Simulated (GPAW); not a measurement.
Runs of GPAW 26.7.0 on Pb. All rows change the cell; the cell of one of them follows. The cell holds a slab with vacuum, 4 atoms: a = 3.493 Å, b = 3.493 Å, c = 23.556 Å, α = 90.00°, β = 90.00°, γ = 120.00°. 

```csv
task,level,potentials or basis,older calculator (legacy_gpaw),bias,tip height,symmetry,gap on the mesh (eV),largest force (eV/Å),work function (eV)
electron localisation function,LDA,"PAW data sets generated in the run's folder for this functional, pw",-,-,-,-,none,0.37,-
stm,optB88-vdW,"GPAW PAW data sets (gpaw-data 1.2.1), pw",yes,1,2.5,point_group=False,none,0.29,4.00
single point,PBE,"GPAW PAW data sets (gpaw-data 1.2.1), pw",-,-,-,-,none,(a),(b)
stm,LDA,"PAW data sets generated in the run's folder for this functional, pw",-,-1.5,4,point_group=False,none,0.37,4.07
```

Alike in all rows: no spin polarisation; cell the (1 1 1) slab of Pb, cut from the database cell, not relaxed; k mesh 9 × 9 × 1; cutoff (eV) 450; smearing fermi-dirac 0.05 eV.

Task: Estimate the missing entries.

Result: (a) 0.31; (b) 3.75.

Caveats: the PAW data sets were made with another functional, which shifts forces and pressure a little (some runs).

A k mesh can miss the band edges, and the runs leave out spin-orbit coupling on Pb.

A gap of «none» marks a metal or a gap under the smearing width.
